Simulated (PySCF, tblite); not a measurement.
# C₅H₁₆GeSi: geometry, infrared bands and NMR shifts

Wanted: the infrared bands and NMR shifts of C₅H₁₆GeSi (`CC[C@H](C)[SiH2][GeH2][CH3]`), by calculation.

Programs: tblite 0.8.0 and PySCF 2.14.0, with density-fitted response routines of our own. Each step states its level of theory. These are calculated values for one molecule in the gas phase, unless marked as measured. Atoms count from 0, in the outputs and in this text.

## Step 1: The starting structure

23 atoms, charge 0, multiplicity 1; geometry from: force field or distance geometry start.

Bonds of the start (Å): C0–C1 1.53, C1–C2 1.55, C2–C3 1.53, C2–Si4 1.90, Si4–Ge5 2.32, Ge5–C6 1.95, C0–H7 1.11, C0–H8 1.11, C0–H9 1.12, C1–H10 1.10, C1–H11 1.11, C2–H12 1.11, C3–H13 1.10, C3–H14 1.12, C3–H15 1.10, Si4–H16 1.47, Si4–H17 1.47, Ge5–H18 1.54, Ge5–H19 1.54, C6–H20 1.11, C6–H21 1.10, C6–H22 1.13.

## Step 2: Geometry optimisation with GFN2-xTB

What the job is given:

```
{"job": {"kind": "relax", "xc": "GFN2-xTB", "basis": "xTB"}, "charge": 0, "multiplicity": 1}
C      1.747000     1.533600     0.251600
C      1.423000     0.264300    -0.540100
C      1.114800    -0.945200     0.384700
C      1.014600    -2.220000    -0.453300
Si    -0.498400    -0.710600     1.363900
Ge    -2.270300    -0.172200    -0.041000
C     -2.235500     1.737800    -0.425700
H      2.553500     1.356700     0.995200
H      2.079800     2.324200    -0.449300
H      0.830500     1.905500     0.783300
H      0.584800     0.447200    -1.233500
H      2.319200     0.014400    -1.142500
H      1.923100    -1.066900     1.128300
H      0.210600    -2.153800    -1.205500
H      0.809200    -3.089100     0.217700
H      1.974700    -2.413300    -0.955600
H     -0.328800     0.359000     2.359500
H     -0.810500    -1.965300     2.063400
H     -2.162300    -0.974200    -1.352000
H     -3.589800    -0.515400     0.684900
H     -3.126400     2.007400    -1.028100
H     -1.315100     1.993400    -0.980100
H     -2.252600     2.309800     0.543700
```

Launch:

```bash
OMP_NUM_THREADS=1 python probes_run.py task.json out
```

This one command runs all jobs of the session in turn.

**Question.** This job is followed by: GFN2-xTB harmonic vibrations, gas phase; GIAO PBE0/pcSseg-1 NMR shielding, non-relativistic, gas phase. What will the session give for the following? strongest single infrared mode (GFN2-xTB); zero-point energy (GFN2-xTB); ¹³C shifts against TMS (PBE0/pcSseg-1); ¹H shifts against TMS (PBE0/pcSseg-1, means over atoms taken as alike); ²⁹Si shifts against TMS (PBE0/pcSseg-1); ⁷³Ge shifts against GeMe4 (PBE0/pcSseg-1).

The runs gave:

| quantity | value |
| --- | --- |
| strongest single infrared mode (GFN2-xTB) | 1933 cm⁻¹, 603 km/mol |
| zero-point energy (GFN2-xTB) | 118.1 kcal/mol |
| ¹³C shifts against TMS (PBE0/pcSseg-1) | 34.1, 22.6, 22.0, 17.9, -6.5 ppm |
| ¹H shifts against TMS (PBE0/pcSseg-1, means over atoms taken as alike) | 4.24, 3.80, 3.74, 3.53, 1.62, 1.23, 1.18, 1.09, 1.04, 0.33 ppm |
| ²⁹Si shifts against TMS (PBE0/pcSseg-1) | -58.3 ppm |
| ⁷³Ge shifts against GeMe4 (PBE0/pcSseg-1) | -284 ppm |

**Reading.** Over 104 steps the energy fell by 0.256 eV; of the close pairs, C6–H22 changed most, 1.126 to 1.088 Å. No mode is imaginary among the 63: a minimum at this level. The strongest single mode, at 1933 cm⁻¹, moves mainly H19. GFN2-xTB is a fitted tight-binding method: band positions and strengths are rough. Its intensities can rank the bands wrongly. At PBE0/pcSseg-1: Shielding is most anisotropic at Ge5 (span 178 ppm, paramagnetic term -1144 ppm). Spin-orbit coupling is left out, which matters for shieldings and couplings at and beside the heavy atoms.
